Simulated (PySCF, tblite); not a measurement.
# C6H5FNO radical: geometry, infrared bands and EPR parameters

Wanted: the infrared bands and EPR parameters of C6H5FNO radical (`N#C[C]1C=CO[C@H](F)C1`), by calculation.

Programs: tblite 0.8.0 and PySCF 2.14.0, with density-fitted response routines of our own. Each step states its level of theory. These are calculated values for one molecule in the gas phase, unless marked as measured. Atoms count from 0, in the outputs and in this text.

### Step 1. The starting structure

14 atoms, charge 0, multiplicity 2; geometry from: force field or distance geometry start.

Bonds of the start (Å): N0–C1 1.15, C1–C2 1.47, C2–C3 1.45, C3–C4 1.33, C4–O5 1.38, O5–C6 1.39, C6–F7 1.38, C6–C8 1.48, C8–C2 1.49, C3–H9 1.06, C4–H10 1.09, C6–H11 1.14, C8–H12 1.13, C8–H13 1.13.

### Step 2. Relaxing the molecule with GFN2-xTB

What the job is given:

```
{"job": {"kind": "relax", "xc": "GFN2-xTB", "basis": "xTB"}, "charge": 0, "multiplicity": 2}
N      0.592700     3.213500    -0.732100
C      0.460300     2.215800    -0.181800
C      0.319000     0.924900     0.516200
C      1.453200     0.044900     0.337100
C      1.332000    -1.223400    -0.053300
O      0.081000    -1.725200    -0.343100
C     -1.115600    -1.025400    -0.242800
F     -1.705400    -1.033800    -1.486000
C     -1.034400     0.342400     0.324000
H      2.433800     0.395000     0.558800
H      2.250400    -1.807400    -0.155300
H     -1.810300    -1.639800     0.417800
H     -1.704200     1.003500    -0.305200
H     -1.553100     0.314500     1.323400
```

Started as:

```bash
OMP_NUM_THREADS=1 python probes_run.py task.json out
```

This one command runs all jobs of the session in turn.

The log of the run:

```text
step      E/eV     max force
  0    -734.48672    3.553
  1    -734.81430    3.447
  2    -734.87360    5.358
  3    -735.05447    0.931
  4    -735.10318    0.625
  5    -735.14780    0.441
  6    -735.16984    0.419
  7    -735.20227    0.504
  8    -735.22790    0.474
  9    -735.24669    0.323
 10    -735.26007    0.362
 11    -735.27746    0.445
 12    -735.29961    0.618
 13    -735.32767    0.607
 14    -735.35885    0.448
 15    -735.38911    0.386
 16    -735.41841    0.416
 17    -735.44250    0.363
 18    -735.45949    0.338
 19    -735.46369    1.291
 20    -735.48167    0.452
 21    -735.49172    0.292
 22    -735.51067    0.241
 23    -735.51618    0.242
 24    -735.53245    0.269
 25    -735.54273    0.249
 26    -735.55035    0.205
 27    -735.55490    0.190
 28    -735.56181    0.206
 29    -735.56921    0.263
 30    -735.57502    0.198
 31    -735.57839    0.134
 32    -735.58087    0.202
 33    -735.58384    0.197
 34    -735.58735    0.161
 35    -735.58946    0.092
 36    -735.59062    0.073
 37    -735.59126    0.056
 38    -735.59162    0.056
 39    -735.59180    0.043
 40    -735.59190    0.029
 41    -735.59200    0.021
 42    -735.59209    0.015
 43    -735.59213    0.014
 44    -735.59214    0.009
```

Wall time 0.29 s (1 thread of Arm Neoverse V1, shared host).

Step by step: (not every step is listed)

| step | energy from step 0 (eV) | largest force (eV/Å) |
| --- | --- | --- |
| 0 | 0.0000 | 3.5535 |
| 1 | -0.3276 | 3.4466 |
| 2 | -0.3869 | 5.3580 |
| 3 | -0.5678 | 0.9313 |
| 4 | -0.6165 | 0.6254 |
| 5 | -0.6611 | 0.4414 |
| 6 | -0.6831 | 0.4191 |
| 7 | -0.7156 | 0.5043 |
| 8 | -0.7412 | 0.4736 |
| 11 | -0.7907 | 0.4447 |
| 14 | -0.8721 | 0.4479 |
| 17 | -0.9558 | 0.3632 |
| 20 | -0.9950 | 0.4519 |
| 23 | -1.0295 | 0.2422 |
| 26 | -1.0636 | 0.2045 |
| 29 | -1.0825 | 0.2626 |
| 32 | -1.0942 | 0.2022 |
| 35 | -1.1027 | 0.0915 |
| 38 | -1.1049 | 0.0561 |
| 39 | -1.1051 | 0.0434 |
| 40 | -1.1052 | 0.0293 |
| 41 | -1.1053 | 0.0212 |
| 42 | -1.1054 | 0.0152 |
| 43 | -1.1054 | 0.0142 |
| 44 | -1.1054 | 0.0090 |

Close pairs (by a distance rule), those that changed most:

| bond | before (Å) | after (Å) | change (Å) |
| --- | --- | --- | --- |
| C1–C2 | 1.474 | 1.386 | -0.088 |
| C2–C3 | 1.447 | 1.398 | -0.049 |
| C6–C8 | 1.483 | 1.526 | +0.044 |
| C6–H11 | 1.139 | 1.098 | -0.040 |
| C8–H12 | 1.132 | 1.092 | -0.040 |
| C3–C4 | 1.333 | 1.364 | +0.031 |
| C8–H13 | 1.126 | 1.096 | -0.030 |
| C4–O5 | 1.379 | 1.357 | -0.021 |

The final coordinates are the input of the step that follows.

### Step 3. Vibrational analysis with GFN2-xTB

What the job is given:

```
{"job": {"kind": "ir", "xc": "GFN2-xTB", "basis": "xTB"}, "charge": 0, "multiplicity": 2}
N      0.546498     3.464353    -0.159821
C      0.445826     2.318435    -0.069381
C      0.309339     0.943906     0.043753
C      1.402719     0.074670    -0.007176
C      1.217743    -1.270638     0.121159
O     -0.001175    -1.863574     0.193418
C     -1.084479    -1.088942    -0.197473
F     -1.122014    -1.075632    -1.578137
C     -1.048160     0.354354     0.298020
H      2.399356     0.466069    -0.126833
H      2.018864    -1.988497     0.179918
H     -1.988376    -1.622876     0.124721
H     -1.827450     0.920933    -0.215708
H     -1.269369     0.366966     1.371376
```

The log of the run:

```text
mode    cm-1     km/mol
  1      72.5      6.41
  2     125.9      3.81
  3     147.9     10.24
  4     236.2      1.35
  5     333.9      2.57
  6     383.9      1.26
  7     422.8      8.38
  8     509.0     12.92
  9     511.8      1.57
 10     542.1      7.08
 11     632.0      2.70
 12     732.0     10.31
 13     752.5      8.64
 14     836.6     21.09
 15     863.4     30.19
 16     890.6     28.01
 17     969.6     25.54
 18     987.1     89.55
 19    1013.7    114.46
 20    1099.2     36.43
 21    1140.9     17.56
 22    1195.1     80.43
 23    1225.6      4.09
 24    1247.6     10.50
 25    1274.1     27.30
 26    1285.7     11.02
 27    1321.1      8.03
 28    1405.8     32.44
 29    1430.8     17.21
 30    1505.8    154.74
 31    2289.2    207.24
 32    2924.8     10.21
 33    2928.8     27.07
 34    2992.8      4.35
 35    3110.7      0.22
 36    3122.1     11.16
```

Run time: 0.42 s. Hardware: 1 thread of Arm Neoverse V1, shared host.

The strongest bands and the atoms that carry them (share of the mass-weighted mode):

| cm⁻¹ | km/mol | atoms |
| --- | --- | --- |
| 863 | 30.2 | H9 62 %, C3 14 % |
| 987 | 89.5 | C6 29 %, C8 19 %, H12 18 %, H13 11 % |
| 1014 | 114.5 | O5 21 %, C4 18 %, H11 16 %, H9 15 % |
| 1099 | 36.4 | C6 34 %, O5 14 %, H9 12 % |
| 1195 | 80.4 | H10 48 %, O5 22 %, H9 10 % |
| 1406 | 32.4 | C2 40 %, C3 21 % |
| 1506 | 154.7 | C4 50 %, C3 37 % |
| 2289 | 207.2 | C1 61 %, N0 38 % |

### Step 4. g tensor and hyperfine couplings: B3LYP/pcH-1

The job, as its differences from that of step 3:

```diff
@@ -1,2 +1,2 @@
-{"job": {"kind": "ir", "xc": "GFN2-xTB", "basis": "xTB"}, "charge": 0, "multiplicity": 2}
+{"job": {"kind": "epr", "basis": "pcH-1"}, "charge": 0, "multiplicity": 2}
 N      0.546498     3.464353    -0.159821
```

With the program's defaults for keys left out, this is: UKS B3LYP, pcH-1 on C F H N O, non-relativistic, mean-field spin-orbit, GIAO.

The log of the run:

```text
UKS, coarse grid
  cycle   1  E = -461.29791478  |g| = 5.84e-01
  cycle   2  E = -461.02813400  |g| = 1.02e+00
  cycle   3  E = -461.40554272  |g| = 2.19e-01
  cycle   4  E = -461.42427322  |g| = 7.98e-02
  cycle   5  E = -461.42689626  |g| = 2.18e-02
  cycle   6  E = -461.42714328  |g| = 7.10e-03
  cycle   7  E = -461.42719711  |g| = 3.51e-03
  cycle   8  E = -461.42721420  |g| = 1.98e-03
  cycle   9  E = -461.42721816  |g| = 8.49e-04
UKS, final grid
  cycle   1  E = -461.42723023  |g| = 1.27e-03
  cycle   2  E = -461.42722873  |g| = 2.22e-03
  cycle   3  E = -461.42723109  |g| = 2.99e-04
  cycle   4  E = -461.42723113  |g| = 1.29e-04
  cycle   5  E = -461.42723115  |g| = 1.03e-04
  cycle   6  E = -461.42723116  |g| = 3.46e-05
  cycle   7  E = -461.42723117  |g| = 7.37e-06
E = -461.42723117 Eh   <S^2> = 0.7741 (exact 0.7500)
g shifts (ppm)      1          2          3
  rmc          -188       -188       -188
  gc             -7         38         34
  oz_so         -13       1169       1529
  total        -209       1019       1374
hyperfine (MHz)  atom isotope    a_iso     a_fc   dipolar eigenvalues
    0   14N       5.97       5.97    -12.10     -9.27     21.37
    1   13C     -41.79     -41.79    -13.23     -1.21     14.44
    2   13C      51.99      51.99    -47.38    -46.15     93.53
    3   13C     -39.16     -39.16    -21.27      8.59     12.68
    4   13C      42.05      42.05    -40.23    -38.36     78.59
    5   17O     -12.37     -12.37    -31.96     15.28     16.68
    6   13C       1.68       1.68     -1.84     -0.36      2.21
    7   19F      13.82      13.82    -10.20     -7.07     17.28
    8   13C     -19.33     -19.33     -0.94     -0.01      0.94
    9    1H       9.10       9.10     -4.22     -0.86      5.08
   10    1H     -33.42     -33.42    -18.69     -1.27     19.96
   11    1H      -1.31      -1.31     -2.20     -1.23      3.43
   12    1H      29.44      29.44     -2.89     -2.13      5.02
   13    1H      76.20      76.20     -3.13     -1.46      4.59
```

Run time: 73 s. Hardware: 1 thread of Arm Neoverse V1, shared host; peak memory 0.97 GiB.

Principal g values 2.00211, 2.00334, 2.00369; g(iso) = 2.00305, against 2.00232 for a free electron.

Hyperfine couplings, nucleus by nucleus at this fixed geometry (no averaging over rotations):

| nuclei | isotope | a(iso) (MHz) | a(iso) (G, at g = 2.0023) | largest dipolar term (MHz) |
| --- | --- | --- | --- | --- |
| H13 | 1H | 76.2 | 27.2 | 4.6 |
| C2 | 13C | 52.0 | 18.6 | 93.5 |
| C4 | 13C | 42.0 | 15.0 | 78.6 |
| C1 | 13C | -41.8 | -14.9 | 14.4 |
| C3 | 13C | -39.2 | -14.0 | -21.3 |
| H10 | 1H | -33.4 | -11.9 | 20.0 |
| H12 | 1H | 29.4 | 10.5 | 5.0 |
| C8 | 13C | -19.3 | -6.9 | 0.9 |
| F7 | 19F | 13.8 | 4.9 | 17.3 |
| O5 | 17O | -12.4 | -4.4 | -32.0 |
| H9 | 1H | 9.1 | 3.2 | 5.1 |
| N0 | 14N | 6.0 | 2.1 | 21.4 |
| C6 | 13C | 1.7 | 0.6 | 2.2 |
| H11 | 1H | -1.3 | -0.5 | 3.4 |

Mulliken spin populations:

N0 0.25; C1 -0.14; C2 0.57; C3 -0.19; C4 0.46; O5 0.06; C6 0.00; F7 0.00; C8 -0.04; H9 0.01; H10 -0.02; H11 0.00; H12 0.01; H13 0.03

In first order the couplings over 0.8 MHz of 1H, 19F, 14N give 192 distinct lines over 62.5 G.

Orbitals, density, ELF and potential are computed afterwards from the orbital file.

ELF in a plane through or near 12 of the atoms.

Values, 10 rows by 14 columns:
```
0.00 0.00 0.00 0.00 0.00 0.00 0.00 0.00 0.00 0.00 0.00 0.00 0.00 0.00
0.00 0.00 0.00 0.00 0.00 0.00 0.00 0.00 0.00 0.00 0.00 0.00 0.00 0.00
0.00 0.00 0.00 0.00 0.00 0.09 0.96 0.45 0.01 0.42 0.11 0.00 0.00 0.00
0.00 0.00 0.24 0.31 0.16 0.05 0.98 0.68 0.39 1.00 0.99 0.02 0.00 0.00
0.00 0.31 0.91 0.69 0.73 0.43 0.84 0.72 0.21 0.74 0.09 0.00 0.00 0.00
0.00 0.25 0.86 0.74 0.22 0.83 0.25 0.04 0.63 0.62 0.64 0.01 0.00 0.00
0.00 0.00 0.08 0.23 0.07 0.20 0.26 0.91 0.25 0.25 0.22 0.00 0.00 0.00
0.00 0.00 0.00 0.00 0.03 0.99 0.98 0.15 0.99 0.98 0.02 0.00 0.00 0.00
0.00 0.00 0.00 0.00 0.00 0.42 0.36 0.01 0.88 0.86 0.01 0.00 0.00 0.00
0.00 0.00 0.00 0.00 0.00 0.00 0.00 0.00 0.00 0.00 0.00 0.00 0.00 0.00
```
The map spans 12.2 Å across and 10.1 Å up, centred on the molecule. Atoms in the plane (x, y in Å): N0 (-3.5, 0.3), C1 (-2.4, 0.1), C2 (-1.0, -0.1), C3 (-0.4, -1.3), C4 (0.9, -1.5), O5 (1.8, -0.5), C6 (1.3, 0.8), C8 (-0.1, 1.1), H9 (-1.0, -2.2), H10 (1.4, -2.4), H11 (2.1, 1.5), H12 (-0.4, 2.0).

On the surface of density 0.002 e/bohr³ the electrostatic potential runs, from the 1st to the 99th percentile, from -1.77 V near N0 to 1.55 V near H10.

The spin density lies nearest to C2 30 %; C4 24 %; N0 16 %; C1, C3 about 7 % each (beta excess).

### Step 5. Summary of results

| quantity | value |
| --- | --- |
| strongest single infrared mode (GFN2-xTB) | 2289 cm⁻¹, 207 km/mol |
| zero-point energy (GFN2-xTB) | 60.7 kcal/mol |
| g(iso) (B3LYP) | 2.00305 |
| ⟨S²⟩ | 0.774 (exact 0.75) |
| largest a(iso) | 1H on H13, 76.2 MHz |
| potential on the surface of density 0.002 e/bohr³, 1st and 99th percentile | -1.77 V and 1.55 V |

What this shows: The optimisation took 44 steps and gained 1.105 eV; among the close pairs (by a distance rule), C1–C2 changed most, from 1.474 to 1.386 Å. No mode is imaginary among the 36: a minimum at this level. The strongest single mode, at 2289 cm⁻¹, moves mainly C1 and N0. GFN2-xTB is a fitted tight-binding method: band positions and strengths are rough. Its intensities can rank the bands wrongly. The largest spin populations lie on C2 (0.57 e), C4 (0.46 e). The isotropic g lies 0.7 ppt above the free-electron value. These values are for one conformer; the search (at its own cheap level) found 2 more, at 0.00, 2.25 kcal/mol (those within 0.05 may be mirror or relabelled copies), and measured spectra average over such forms.
